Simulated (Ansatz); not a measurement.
# CAM-B3LYP/6-31G(d) (spherical functions) run of GaSiH4OF (SMILES [F][GaH][O][SiH3])

Aim: the vertical ionisation energy of GaSiH4OF at CAM-B3LYP/6-31G* (spherical functions), from 2 runs. 

The results are computed with Ansatz 0.2.0.

130 further runs of the same task are left out: 3 that didn't finish, 127 set aside as unsound or not needed.

## 1. The system as given

The species is GaSiH4OF (8 atoms), meant as a singlet with charge 0. SMILES: `[F][GaH][O][SiH3]`. The shape is that of a PBE0-D4/def2-TZVP optimisation. This is one conformer, not always the lowest.

Bond lengths: F1–Ga2 1.751 Å, Ga2–O3 1.763 Å, O3–Si4 1.639 Å, Ga2–H5 1.537 Å, Si4–H6 1.485 Å, Si4–H7 1.487 Å, Si4–H8 1.487 Å. Angles: F1–Ga2–O3 113.0°, Ga2–O3–Si4 138.2°, F1–Ga2–H5 121.9°, O3–Ga2–H5 125.1°, O3–Si4–H6 108.0°, O3–Si4–H7 111.0°, O3–Si4–H8 111.0°, H6–Si4–H7 109.1°, H6–Si4–H8 109.1°, H7–Si4–H8 108.7°.

## 2. The energy at CAM-B3LYP/6-31G(d) (spherical functions)

run.yaml

```yaml
crystal:
  periodic: [false, false, false]
  atoms:
    - {symbol: F, position_ang: [0.857100, 1.472000, 1.846200]}
    - {symbol: Ga, position_ang: [1.323900, 1.220200, 0.177500]}
    - {symbol: O, position_ang: [0.322200, 0.024800, -0.644000]}
    - {symbol: Si, position_ang: [-0.952800, -0.945800, -0.299100]}
    - {symbol: H, position_ang: [2.493100, 1.984200, -0.463100]}
    - {symbol: H, position_ang: [-1.287500, -1.717200, -1.523200]}
    - {symbol: H, position_ang: [-0.618600, -1.894300, 0.796900]}
    - {symbol: H, position_ang: [-2.137300, -0.143800, 0.108800]}
basis:
  gaussian: {orbitals: 6-31G_st_-spherical.json}
hamiltonian: {xc: {name: CAM-B3LYP}}
accuracy: high
output: {orbitals: {seedname: orbitals}}
```

The basis set 6-31G* is read from a file made from the Basis Set Exchange's data (not shown).

Command:

```bash
$ ansatz run run.yaml --threads 1 --pin off --max-ram 3480MiB --events-out events.jsonl --progress --plain --runs-dir runs
```

What it wrote:

```text
Warning: RAYON_NUM_THREADS=1 ignored (pool sized by the plan → 1); use --threads N
Functional definition: CAM-B3LYP
  name "CAM-B3LYP"
  parameter alpha = 0.19
  parameter beta = 0.46
  parameter omega = 0.33/bohr
  parameter ac = 0.81
  exchange = (1 - alpha - beta)*b88_x + beta*b88_x_sr(omega) + alpha*exact_x + beta*exact_x_lr(omega)
  correlation = (1 - ac)*vwn5_c + ac*lyp_c
1863 factors; integrals over basis functions are off by at most 4.5e-9 eV
459 factors; integrals over basis functions are off by at most 2.5e-9 eV
mean field evaluation 1: about -65074.0379 eV, gradient 6.3e1 eV
mean field evaluation 2: about -65063.7087 eV, gradient 1.0e2 eV
mean field evaluation 4: about -65080.7602 eV, gradient 5.3e0 eV
mean field evaluation 8: about -65080.9265 eV, gradient 1.9e-1 eV
mean field evaluation 16: about -65080.9265 eV, gradient 2.5e-5 eV
mean field -65080.92654542 eV, -2391.6799371078 hartree, gradient 2.8e-8 eV, S^2 0.000000; 0 other end points of the search recorded, 0 dependent functions left out
reference -65080.92656685 eV, -2391.6799378955 hartree; 33, 33 occupied and 53, 53 virtual orbitals, 1863 factors
Total energy: -65080.92656685 eV, -2391.6799378955 hartree
```

It took 9.6 s on 1 thread of Intel Xeon Platinum 8488C (Sapphire Rapids), shared host; peak memory 0.39 GiB.

## 3. The doublet cation

input.yaml

```yaml
crystal:
  periodic: [false, false, false]
  atoms:
    - {symbol: F, position_ang: [0.857100, 1.472000, 1.846200]}
    - {symbol: Ga, position_ang: [1.323900, 1.220200, 0.177500]}
    - {symbol: O, position_ang: [0.322200, 0.024800, -0.644000]}
    - {symbol: Si, position_ang: [-0.952800, -0.945800, -0.299100]}
    - {symbol: H, position_ang: [2.493100, 1.984200, -0.463100]}
    - {symbol: H, position_ang: [-1.287500, -1.717200, -1.523200]}
    - {symbol: H, position_ang: [-0.618600, -1.894300, 0.796900]}
    - {symbol: H, position_ang: [-2.137300, -0.143800, 0.108800]}
basis:
  gaussian: {orbitals: 6-31G_st_-spherical.json}
hamiltonian: {xc: {name: CAM-B3LYP}}
total_charge: 1
output: {orbitals: {seedname: orbitals}}
magnetization: {spin_polarized: true, initial_magnetization: 1}
accuracy: high
```

The basis set 6-31G* is read from a file made from the Basis Set Exchange's data (not shown).

Command:

```bash
$ ansatz run input.yaml --threads 1 --pin off --max-ram 3480MiB --events-out events.jsonl --progress --plain --runs-dir runs
```

What it wrote (excerpt; [...] marks lines left out):

```text
Warning: RAYON_NUM_THREADS=1 ignored (pool sized by the plan → 1); use --threads N
Functional definition: CAM-B3LYP
  name "CAM-B3LYP"
[...]
1862 factors; integrals over basis functions are off by at most 4.5e-9 eV
459 factors; integrals over basis functions are off by at most 2.5e-9 eV
[...]
mean field -65069.80242815 eV, -2391.2711333384 hartree, gradient 8.4e-8 eV, S^2 0.763836; 8 other end points of the search recorded, 0 dependent functions left out
reference -65069.80244988 eV, -2391.2711341368 hartree; 33, 32 occupied and 53, 54 virtual orbitals, 1862 factors
Total energy: -65069.80244988 eV, -2391.2711341368 hartree
```

Run time: 71 s. Hardware: 1 thread of Intel Xeon Platinum 8488C (Sapphire Rapids), shared host; peak memory 0.61 GiB.

## 4. What came out

Level: CAM-B3LYP/6-31G* (spherical functions).

| quantity | value |
| --- | --- |
| singlet GaSiH4OF: total energy | -2391.67994 Eh |
| singlet GaSiH4OF: HOMO energy | -10.08 eV |
| singlet GaSiH4OF: LUMO energy | -0.17 eV |
| singlet GaSiH4OF: HOMO–LUMO gap | 9.91 eV |
| doublet cation: total energy | -2391.27113 Eh |
| doublet cation: HOMO energy (highest over α and β) | -16.30 eV |
| doublet cation: LUMO energy (lowest over α and β) | -12.18 eV |
| doublet cation: ⟨S²⟩ | 0.764 |
| vertical ionisation energy (to the doublet cation) | 11.124 eV |

**Reading.** The vertical ionisation energy comes to 11.12 eV (1073 kJ/mol). −ε(HOMO) before ionisation, 10.08 eV, is 1.04 eV below this ionisation energy.
